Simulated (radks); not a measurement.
# As¹⁸⁺ in [Ne] 3s2 3p1 3d2: an all-electron calculation

Aim: the levels, the sizes of the orbitals and the parts of the energy of the arsenic ion As18+.

Method: scalar-relativistic Kohn-Sham, PBE, spin-polarised, spherical densities, finite nucleus; open shells are filled with parallel spins first. Code: radks (a radial shooting solver on a logarithmic mesh, Libxc functionals) version 1.

### 1 The atom as given

* element: arsenic (Z = 33)
* charge: +18
* electrons: 15
* configuration: [Ne] 3s2 3p1 3d2
* nuclear rms radius: 4.0968 fm

The outer shells:

As¹⁸⁺
```
[Ne] core
3s [↑↓]
3p [↑ ][  ][  ]
3d [↑ ][↑ ][  ][  ][  ]
```

### 2 Self-consistent calculation

Settings of this run:

```text
Z 33
configuration [Ne] 3s2 3p1 3d2
relativity scalar-relativistic
functional pbe,pbe
spin polarised
nucleus finite rms 4.0968 fm
c 137.035999084
```

What does the calculation give?

As calculated:

```
                        quantity                      value
                    total energy        -2075.87469 hartree
exchange-correlation share of it                     2.98 %
                            −T/E                     1.0211
          highest occupied level          3d up, -618.59 eV
    most extended occupied level  3s down, <r> = 0.517 bohr
 radius at density 0.001 e/bohr³                  1.32 bohr
    maxima of the radial density                          2
```

**Reading.** The radial density shows 2 maxima for 3 occupied principal shells; where shells overlap, one shows as a shoulder or not at all. −T/E is 1.021: with relativity the kinetic term as defined here no longer equals −E. This is not the tabulated ground configuration, so its levels and sizes aren't those of the ground state, and no measured value stands beside it.
